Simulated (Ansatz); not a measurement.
# TaN: the cost of one run

Computed with Ansatz 0.2.0 (DFT PBE, scalar-relativistic, plane waves, PAW, and further levels as typed in the inputs, unless a step's input says otherwise).

### Step 1. Starting point

It takes space group Fm-3m (No. 225, cubic). Conventional cell: a = 4.400 Å, b = 4.400 Å, c = 4.400 Å, α = 90.00°, β = 90.00°, γ = 90.00°. Ta (site symmetry m-3m) is surrounded by 6 N at 2.20 Å. N (site symmetry m-3m) is surrounded by 6 Ta at 2.20 Å.

Structure file:

```xyz
2
Lattice="0.0000 2.2000 2.2000 2.2000 0.0000 2.2000 2.2000 2.2000 0.0000" Properties=species:S:1:pos:R:3 pbc="T T T"
Ta    0.0000    0.0000    0.0000
N     2.2000    2.2000    2.2000
```

### Step 2. Relaxing cell and atoms: TaN, no spin

Contents of input.yaml:

```yaml
crystal:
  lattice:
    - [0.0, 2.2, 2.2]
    - [2.2, 0.0, 2.2]
    - [2.2, 2.2, 0.0]
  atoms:
    - { symbol: Ta, position: [0.0, 0.0, 0.0] }
    - { symbol: "N", position: [0.5, 0.5, 0.5] }
scf:
  occupations: { method: gaussian, width: 0.1 }
output:
  forces: true
  stress: true
  eigenvalues: true
hamiltonian:
  xc: pbe
relax:
  f_tol: 0.005
  max_steps: 60
  cell: { stress_tol: 0.05 }
kpoints:
  mp_grid: { grid: [4, 4, 4] }
```

The run is started by

```console
> ansatz run input.yaml --threads 4 --pin off --max-ram 10240MiB --backend cpu --events-out ev --progress --plain --runs-dir out
```

Q: Estimate wall time and peak memory on 4 threads of Arm Neoverse V1, shared host.

About 1.5 s, with a peak of 0.28 GiB.
